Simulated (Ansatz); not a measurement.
# Sr3Ca, space group Fm-3m: an equation of state with a fit

Computed with Ansatz 0.2.0, Python API.

Interactive session:
```pycon
>>> import warnings
>>> import ansatz as az
>>> import numpy as np
>>> from scipy.optimize import curve_fit
>>> VECTORS = np.array([
...     [0.0, 4.73045223, 4.73045223],
...     [4.73045223, 0.0, 4.73045223],
...     [4.73045223, 4.73045223, 0.0],
... ])
>>> SITES = [
...     ("Sr", [0.25, 0.25, 0.25]),
...     ("Sr", [0.75, 0.75, 0.75]),
...     ("Sr", [0.5, 0.5, 0.5]),
...     ("Ca", [0.0, 0.0, 0.0]),
... ]
>>> def make_crystal(cell):
...     crystal = az.Crystal(lattice=az.Lattice.of(cell))
...     for symbol, position in SITES:
...         crystal = crystal.atom(symbol, position)
...     return crystal
...
>>> def vinet(v, e0, v0, b0, b1):
...     eta = (v / v0) ** (1 / 3)
...     return e0 + 2 * b0 * v0 / (b1 - 1) ** 2 * (2 - (5 + 3 * b1 * (eta - 1) - 3 * eta) * np.exp(-1.5 * (b1 - 1) * (eta - 1)))
...
>>> warnings.simplefilter("ignore", az.DeckWarning)
>>> # uniform scaling of the cell
>>> volumes, energies = [], []
>>> for scale in np.linspace(0.94, 1.06, 7):
...     cell = VECTORS * scale ** (1 / 3)
...     calc = (
...         make_crystal(cell).calculation()
...         .functional("r2SCAN")
...         .basis(24 * az.Ha)
...         .occupations("fermi_dirac", width=0.1)
...         .kpoints(4, 4, 4)
...     )
...     summary = calc.run(threads=1, backend="cpu").report
...     volumes.append(abs(np.linalg.det(cell)) / len(SITES))
...     energies.append(summary["free_energy_ev"] / len(SITES))
...     print(f"V = {volumes[-1]:8.4f} A^3/atom  F = {energies[-1]:.5f} eV/atom")
...
V =  49.7515 A^3/atom  F = -3121.74568 eV/atom
V =  50.8100 A^3/atom  F = -3121.74915 eV/atom
V =  51.8685 A^3/atom  F = -3121.75087 eV/atom
V =  52.9271 A^3/atom  F = -3121.75096 eV/atom
V =  53.9856 A^3/atom  F = -3121.74955 eV/atom
V =  55.0442 A^3/atom  F = -3121.74672 eV/atom
V =  56.1027 A^3/atom  F = -3121.74256 eV/atom
>>> guess = (min(energies), volumes[int(np.argmin(energies))], 0.5, 4.5)
>>> (e0, v0, b0, b1), _ = curve_fit(vinet, np.array(volumes), np.array(energies), p0=guess, maxfev=20000)
>>> print(f"Vinet fit: V0 = {v0:.4f} A^3/atom, B0 = {160.21766 * b0:.1f} GPa, B1 = {b1:.2f}")
Vinet fit: V0 = 52.4619 A^3/atom, B0 = 11.7 GPa, B1 = 2.41
>>> print("largest residual", round(1000 * float(np.abs(vinet(np.array(volumes), e0, v0, b0, b1) - energies).max()), 3), "meV/atom")
largest residual 0.003 meV/atom
```

A third-order Birch-Murnaghan fit through the 7 points (the script's own form differs a little) has its minimum at 52.46 Å³ an atom, 0.9 % below the typed cell, with a bulk modulus of 12 GPa and dB/dP = 2.4. From that minimum the energy rises by 5.4 meV an atom on the compressed side and 8.6 meV on the expanded side.

Total energies depend on the potentials; only differences at equal settings carry meaning. For a metal this k-point mesh is coarse: on a finer one energies can move by several to tens of meV an atom and pressures by half a GPa or more, differences at one mesh by less. The structure comes from a database of computed cells and needn't be a stable or known phase. The whole script took 37 s on 1 thread of Intel(R) Xeon(R) 6975P-C (Granite Rapids) (shared host), peak memory 1.2 GiB.

(Lines on the test bed's own set-up are left out of the output.)
